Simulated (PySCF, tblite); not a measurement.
# C7H6BrN: excited states

Aim: compute the excited states of C7H6BrN (`[C-]#[N+]/C=C/C=C/C=C/Br`).

Computed with tblite 0.8.0 and PySCF 2.14.0 and routines of our own; the level stands in each step. Atoms count from 0.

## Step 1: The system as given

15 atoms, charge 0, multiplicity 1; geometry from: force field or distance geometry start.

## Step 2: Geometry optimisation with GFN2-xTB

Job settings and geometry (Å):

```
{"job": {"kind": "relax", "xc": "GFN2-xTB", "basis": "xTB"}, "charge": 0, "multiplicity": 1}
C     -4.149300    -2.156500     1.259200
N     -3.132700    -2.050300     0.708100
C     -1.901300    -1.928000     0.088700
C     -1.259200    -0.775800     0.156300
C      0.028500    -0.530900    -0.451700
C      0.562500     0.668400    -0.295800
C      1.874800     1.025100    -0.892700
C      2.352200     2.256400    -0.669400
Br     4.025300     2.826000    -1.387100
H     -1.473300    -2.754700    -0.481800
H     -1.735400     0.016200     0.742100
H      0.534600    -1.291000    -1.039200
H      0.058100     1.433300     0.297900
H      2.430900     0.292200    -1.486600
H      1.779800     2.977600    -0.075600
```

On the command line:

```console
> OMP_NUM_THREADS=1 python excited_run.py task.json out
```

One launch serves the whole session: the jobs run in the order shown.

What it wrote:

```text
step      E/eV     max force
  0    -677.56372    2.443
  1    -677.63287    2.742
  2    -677.69191    1.505
  3    -677.73063    0.591
  4    -677.75033    0.340
  5    -677.76493    0.258
  6    -677.77151    0.233
  7    -677.78015    0.200
  8    -677.78278    0.128
  9    -677.78411    0.117
 10    -677.78548    0.100
 11    -677.78746    0.123
 12    -677.78893    0.104
 13    -677.78991    0.075
 14    -677.79073    0.089
 15    -677.79172    0.082
 16    -677.79264    0.099
 17    -677.79323    0.061
 18    -677.79362    0.058
 19    -677.79407    0.070
 20    -677.79482    0.093
 21    -677.79584    0.117
 22    -677.79694    0.101
 23    -677.79805    0.081
 24    -677.79928    0.099
 25    -677.80062    0.096
 26    -677.80177    0.086
 27    -677.80270    0.075
 28    -677.80370    0.100
 29    -677.80499    0.142
 30    -677.80639    0.140
 31    -677.80740    0.090
 32    -677.80798    0.060
 33    -677.80840    0.064
 34    -677.80884    0.080
 35    -677.80918    0.049
 36    -677.80942    0.043
 37    -677.80958    0.043
 38    -677.80974    0.042
 39    -677.80988    0.034
 40    -677.81000    0.021
 41    -677.81006    0.016
 42    -677.81010    0.013
 43    -677.81011    0.010
 44    -677.81012    0.008
```

Wall time 0.26 s (1 thread of Arm Neoverse V2, shared host).

Along the way: (not every step is listed)

| step | energy from step 0 (eV) | largest force (eV/Å) |
| --- | --- | --- |
| 0 | 0.0000 | 2.4435 |
| 1 | -0.0692 | 2.7419 |
| 2 | -0.1282 | 1.5052 |
| 3 | -0.1669 | 0.5912 |
| 4 | -0.1866 | 0.3404 |
| 5 | -0.2012 | 0.2577 |
| 6 | -0.2078 | 0.2334 |
| 7 | -0.2164 | 0.2000 |
| 8 | -0.2191 | 0.1282 |
| 11 | -0.2237 | 0.1231 |
| 14 | -0.2270 | 0.0892 |
| 17 | -0.2295 | 0.0611 |
| 20 | -0.2311 | 0.0934 |
| 23 | -0.2343 | 0.0810 |
| 26 | -0.2381 | 0.0864 |
| 29 | -0.2413 | 0.1418 |
| 32 | -0.2443 | 0.0601 |
| 35 | -0.2455 | 0.0493 |
| 38 | -0.2460 | 0.0421 |
| 39 | -0.2462 | 0.0341 |
| 40 | -0.2463 | 0.0207 |
| 41 | -0.2463 | 0.0158 |
| 42 | -0.2464 | 0.0134 |
| 43 | -0.2464 | 0.0103 |
| 44 | -0.2464 | 0.0079 |

Distances of close pairs at the start and the end, largest changes first:

| bond | before (Å) | after (Å) | change (Å) |
| --- | --- | --- | --- |
| C5–C6 | 1.485 | 1.432 | -0.053 |
| N1–C2 | 1.384 | 1.346 | -0.037 |
| C4–C5 | 1.322 | 1.348 | +0.026 |
| C7–Br8 | 1.908 | 1.884 | -0.024 |
| C2–C3 | 1.321 | 1.345 | +0.024 |
| C3–C4 | 1.445 | 1.428 | -0.017 |
| C7–H14 | 1.096 | 1.079 | -0.017 |
| C6–H13 | 1.095 | 1.082 | -0.013 |

The next job starts from the end point, and lists it.

## Step 3: Vibrational analysis with GFN2-xTB

Job settings and geometry (Å):

```
{"job": {"kind": "ir", "xc": "GFN2-xTB", "basis": "xTB"}, "charge": 0, "multiplicity": 1}
C     -4.139340    -2.447851     1.131381
N     -3.103828    -2.201198     0.646712
C     -1.911491    -1.925105     0.085691
C     -1.308820    -0.729888     0.213718
C     -0.044453    -0.429790    -0.378136
C      0.566859     0.765623    -0.255856
C      1.834653     1.065496    -0.849639
C      2.428802     2.254144    -0.718050
Br     4.096939     2.653146    -1.496325
H     -1.472538    -2.739240    -0.477770
H     -1.793123     0.048403     0.788729
H      0.429291    -1.217218    -0.950127
H      0.094009     1.553504     0.315743
H      2.312693     0.282859    -1.422973
H      2.005934     3.075103    -0.160663
```

What it wrote:

```text
mode    cm-1     km/mol
  1      41.0      2.90
  2      56.9      4.09
  3     130.3      5.68
  4     137.2      0.57
  5     143.5      1.43
  6     225.5      2.00
  7     237.3      0.06
  8     258.6      1.19
  9     320.0      0.48
 10     407.0      1.80
 11     438.3      0.58
 12     467.3      2.50
 13     562.6      3.22
 14     707.5      1.72
 15     731.3      6.89
 16     758.5      0.12
 17     802.6      0.04
 18     937.0      5.36
 19     971.7      0.02
 20    1021.3     53.50
 21    1083.2      2.87
 22    1147.7      0.54
 23    1159.3      0.30
 24    1200.0     25.76
 25    1213.5      6.14
 26    1254.4     23.14
 27    1266.1      5.36
 28    1290.0      0.84
 29    1312.2      2.79
 30    1569.1     70.10
 31    1609.8     10.33
 32    1619.7     42.88
 33    2181.7      0.48
 34    3044.6     10.86
 35    3056.4      0.84
 36    3063.4      6.23
 37    3073.8      2.66
 38    3077.9     49.20
 39    3086.3     63.67
```

Wall time 0.44 s (1 thread of Arm Neoverse V2, shared host).

Which atoms move in the most intense modes:

| cm⁻¹ | km/mol | atoms |
| --- | --- | --- |
| 1021 | 53.5 | H11 28 %, H12 27 %, H13 15 %, H10 12 % |
| 1200 | 25.8 | H10 27 %, H14 21 %, C4 20 %, C3 12 % |
| 1254 | 23.1 | H14 24 %, H9 24 %, H13 21 % |
| 1569 | 70.1 | C6 25 %, C3 20 %, C2 15 %, C7 15 % |
| 1620 | 42.9 | C3 29 %, C2 29 %, C6 17 % |
| 3045 | 10.9 | H9 89 % |
| 3078 | 49.2 | H10 36 %, H14 21 %, H11 13 %, H12 10 % |
| 3086 | 63.7 | H14 61 %, H13 23 % |

## Step 4: Excited states: TDA CAM-B3LYP/def2-SVPD

Settings changed since step 3:

```diff
@@ -1,2 +1,2 @@
-{"job": {"kind": "ir", "xc": "GFN2-xTB", "basis": "xTB"}, "charge": 0, "multiplicity": 1}
+{"job": {"kind": "states", "xc": "CAM-B3LYP", "basis": "def2-SVPD", "tda": true, "soc": true, "nstates": 8, "ntriplets": 4, "nquad": 4}, "charge": 0, "multiplicity": 1}
 C     -4.139340    -2.447851     1.131381
```

With the program's defaults for keys left out, this is: TDA CAM-B3LYP/def2-SVPD excited states, vertical, gas phase, spin-orbit mean-field couplings.

What it wrote:

```text
coarse grid: 63544 points
cycle   1  E = -2898.5328115539  dE =  4.575e-01  |g| = 3.482e-01  |ddm| = 7.539e+00
cycle   2  E = -2898.5386135792  dE = -5.802e-03  |g| = 3.540e-01  |ddm| = 1.816e+00
cycle   3  E = -2898.5675683969  dE = -2.895e-02  |g| = 8.899e-02  |ddm| = 8.778e-01
cycle   4  E = -2898.5695230926  dE = -1.955e-03  |g| = 2.942e-02  |ddm| = 2.036e-01
cycle   5  E = -2898.5696717267  dE = -1.486e-04  |g| = 1.449e-02  |ddm| = 5.418e-02
cycle   6  E = -2898.5697211539  dE = -4.943e-05  |g| = 2.758e-03  |ddm| = 2.879e-02
cycle   7  E = -2898.5697240541  dE = -2.900e-06  |g| = 1.356e-03  |ddm| = 7.733e-03
final grid: 134760 points
cycle   8  E = -2898.5697171369  dE =  4.184e-08  |g| = 1.774e-03  |ddm| = 8.016e-03
cycle   9  E = -2898.5697162291  dE =  9.079e-07  |g| = 2.612e-03  |ddm| = 7.613e-03
cycle  10  E = -2898.5697179814  dE = -1.752e-06  |g| = 2.407e-04  |ddm| = 4.531e-03
cycle  11  E = -2898.5697179940  dE = -1.259e-08  |g| = 5.403e-05  |ddm| = 2.999e-04
cycle  12  E = -2898.5697179958  dE = -1.853e-09  |g| = 3.857e-05  |ddm| = 1.982e-04
cycle  13  E = -2898.5697179963  dE = -5.116e-10  |g| = 5.954e-06  |ddm| = 9.745e-05
converged SCF energy = -2898.5697179963

Singlet excitations
state   eV       nm        f     d(h-e)  d(exc)  Lambda  PR(NTO)  |dmu|/D   mu/D   main configurations
  1   4.5931   269.9   2.12877   1.132   4.301   0.825   1.100    3.357    5.960   H->L 0.95
  2   5.5572   223.1   0.00012   1.982   4.069   0.371   1.028    7.611    5.026   H->L+1 0.75, H-1->L+1 0.14
  3   5.9331   209.0   0.00004   3.521   4.789   0.200   1.004   12.173   14.752   H-2->L 0.86, H-2->L+2 0.12
  4   5.9366   208.8   0.07832   0.097   4.987   0.736   1.742    0.532    3.160   H-1->L 0.65, H->L+2 0.27
  5   6.0839   203.8   0.00005   1.334   4.245   0.315   1.121                     H->L+3 0.85
  6   6.4044   193.6   0.00122   1.658   3.729   0.733   2.091                     H->L+2 0.58, H-1->L 0.24
  7   6.4230   193.0   0.00118   1.149   4.213   0.348   1.187                     H->L+4 0.76
  8   6.4855   191.2   0.02688   3.346   4.633   0.318   1.033                     H-3->L 0.87, H-3->L+2 0.08

Triplet excitations (Tamm-Dancoff)
state   eV     d(h-e)  d(exc)  Lambda  PR(NTO)   main configurations
  1   2.2133   0.170   3.595   0.826   1.134   H->L 0.90
  2   3.7750   0.233   2.828   0.743   2.009   H-1->L 0.43, H->L+2 0.40, H-4->L 0.09
  3   5.0355   0.185   2.622   0.691   2.559   H->L+7 0.36, H-7->L 0.18, H-4->L 0.17
  4   5.0465   1.887   3.341   0.355   1.004   H-3->L 0.61, H-3->L+2 0.20, H-3->L+13 0.16
S1 - T1 = 2.3798 eV

Spin-orbit couplings |<S|Hso|T>| (cm-1)
             T1       T2       T3       T4
S0        0.155    0.981    5.822   16.974
S1        0.034    0.092    0.450    4.550
S2       95.647   93.170   48.401    0.281
S3      260.035  330.438  296.651    5.011
S4        4.300    5.467    4.965    4.006
S5        9.722    9.512    6.582    0.228
S6        0.109    0.041    0.708    4.947
S7       12.502   15.176    7.981    0.062
S8        5.373    8.338    6.802    0.425
T1 sublevels (cm-1): 0.000 1.915 2.259   radiative rates (1/s): 0.365 0.186 0.0698
```

Wall time 85 s (1 thread of Arm Neoverse V2, shared host); peak memory 1.4 GiB.

From this job:

| quantity | value |
| --- | --- |
| S1 less T1 | 2.38 eV |

The fields below are evaluated on a grid from the run's orbitals.

Frontier orbitals at CAM-B3LYP/def2-SVPD, with the share of their density that lies nearest to each atom:

| orbital | energy (eV) | lies on |
| --- | --- | --- |
| HOMO | -7.71 | 4 C atoms about 14 % each; Br8 14 %; C6 8 % |
| LUMO | -1.45 | 4 C atoms about 14 % each; C3, C4 about 11 % each |

ELF in a plane through or near 15 of the atoms.

Ten even steps from '0' (0.00) to '9' (1.00):
```
0000000000000000000000000000
0000000000000000000000000000
0000000000000000000000000000
0000000220002000100000121000
0000002991079401980001587100
0000004993099705991014899700
0013103994099806992045899910
0046622992089605991277189930
0158864325353525343558429930
0168427338575849555725569810
0167355665383849483657667600
0045554443363455463367433200
0026236119930897039812210000
0016888129950999069920000000
0003787019940999069940000000
0001454009910897029930000000
0000111001200141004300000000
0000000000000000000000000000
0000000000000000000000000000
0000000000000000000000000000
```
The map spans 15.2 Å across and 8.2 Å up, centred on the molecule. Atoms in the plane (x, y in Å): C0 (4.9, 0.7), N1 (3.9, 0.2), C2 (2.7, -0.4), C3 (1.5, 0.3), C4 (0.3, -0.4), C5 (-0.9, 0.3), C6 (-2.2, -0.3), C7 (-3.3, 0.3), Br8 (-5.0, -0.5), H9 (2.7, -1.5), H10 (1.6, 1.3), H11 (0.3, -1.5), H12 (-0.9, 1.4), H13 (-2.2, -1.4), H14 (-3.4, 1.4).

On the surface of density 0.002 e/bohr³ the electrostatic potential runs, from the 1st to the 99th percentile, from -1.59 V near C0 to 1.46 V near H9.

## Step 5: Excited states: TDDFT wB97X-D/def2-SVPD

Settings changed since step 4:

```diff
@@ -1,2 +1,2 @@
-{"job": {"kind": "states", "xc": "CAM-B3LYP", "basis": "def2-SVPD", "tda": true, "soc": true, "nstates": 8, "ntriplets": 4, "nquad": 4}, "charge": 0, "multiplicity": 1}
+{"job": {"kind": "states", "xc": "wB97X-D", "basis": "def2-SVPD", "tpa": true, "nstates": 6, "nquad": 5, "ntriplets": 0}, "charge": 0, "multiplicity": 1}
 C     -4.139340    -2.447851     1.131381
```

With the program's defaults for keys left out, this is: TDDFT wB97X-D/def2-SVPD excited states, vertical, gas phase, two-photon moments by quadratic response.

What it wrote:

```text
coarse grid: 63544 points
cycle   1  E = -2898.5219720628  dE =  5.056e-01  |g| = 3.454e-01  |ddm| = 7.187e+00
cycle   2  E = -2898.5355186199  dE = -1.355e-02  |g| = 3.219e-01  |ddm| = 1.846e+00
cycle   3  E = -2898.5598516128  dE = -2.433e-02  |g| = 7.385e-02  |ddm| = 9.018e-01
cycle   4  E = -2898.5613348916  dE = -1.483e-03  |g| = 2.721e-02  |ddm| = 1.967e-01
cycle   5  E = -2898.5614978493  dE = -1.630e-04  |g| = 1.221e-02  |ddm| = 5.737e-02
cycle   6  E = -2898.5615378623  dE = -4.001e-05  |g| = 3.065e-03  |ddm| = 2.873e-02
cycle   7  E = -2898.5615427928  dE = -4.930e-06  |g| = 1.272e-03  |ddm| = 9.447e-03
final grid: 134760 points
cycle   8  E = -2898.5613714517  dE = -1.601e-06  |g| = 1.604e-03  |ddm| = 1.767e-02
cycle   9  E = -2898.5613712561  dE =  1.957e-07  |g| = 1.928e-03  |ddm| = 5.939e-03
cycle  10  E = -2898.5613721572  dE = -9.011e-07  |g| = 2.673e-04  |ddm| = 3.305e-03
cycle  11  E = -2898.5613721757  dE = -1.853e-08  |g| = 8.671e-05  |ddm| = 4.763e-04
cycle  12  E = -2898.5613721801  dE = -4.450e-09  |g| = 4.770e-05  |ddm| = 2.909e-04
cycle  13  E = -2898.5613721810  dE = -8.940e-10  |g| = 1.022e-05  |ddm| = 1.335e-04
converged SCF energy = -2898.5613721810

Singlet excitations
state   eV       nm        f     d(h-e)  d(exc)  Lambda  PR(NTO)  |dmu|/D   mu/D   delta(TPA)   sigma/GM   main configurations
  1   4.2993   288.4   1.55707   0.811   4.085   0.816   1.157    2.406    4.969     1062.35      7.194   H->L 0.97
  2   5.6451   219.6   0.00035   1.765   3.816   0.377   1.033    6.948    4.421        7.82      0.091   H->L+1 0.71, H-1->L+1 0.18
  3   5.9682   207.7   0.01714   0.934   4.515   0.717   1.220    2.999    5.562    25008.92    326.354   H-1->L 0.92
  4   6.0098   206.3   0.00002   3.288   4.555   0.203   1.006   11.746   14.277        0.16      0.002   H-2->L 0.82, H-2->L+2 0.16
  5   6.2300   199.0   0.00483   0.457   4.057   0.751   1.264    1.403    3.985    18173.80    258.422   H->L+2 0.91
  6   6.3178   196.2   0.00016   1.773   4.072   0.320   1.131                                            H->L+3 0.76, H-1->L+3 0.09
```

Run time: 81 s. Hardware: 1 thread of Arm Neoverse V2, shared host; peak memory 1.4 GiB.

## Step 6: Results

| quantity | value |
| --- | --- |
| strongest single infrared mode (GFN2-xTB) | 1569 cm⁻¹, 70 km/mol |
| zero-point energy (GFN2-xTB) | 65.3 kcal/mol |
| S1 less T1 (step 4, TDA CAM-B3LYP/def2-SVPD) | 2.38 eV |
| potential on the surface of density 0.002 e/bohr³, 1st and 99th percentile | -1.59 V and 1.46 V |

**Reading.** All 39 modes are real, so the xTB geometry is a minimum. The strongest single mode, at 1569 cm⁻¹, is spread over several atoms, C6, C3, C2, C7 among them. Unscaled tight-binding wavenumbers are off by several per cent, some by more. Its intensities can rank the bands wrongly. Scalar relativity is left out for the heavy atoms. In step 4 some excited states are degenerate or nearly so. In step 4, the number of triplets below S1 is 2, and the largest singlet-triplet spin-orbit coupling is S3–T2, 330.44 cm⁻¹. At CAM-B3LYP/def2-SVPD, counted by nearest atom on the grid, the HOMO lies on 4 C atoms about 14 % each; Br8 14 %, the LUMO on 4 C atoms about 14 % each; C3, C4 about 11 % each. Steps that list no spin-orbit terms leave them out, which matters at and beside the heavy atoms.
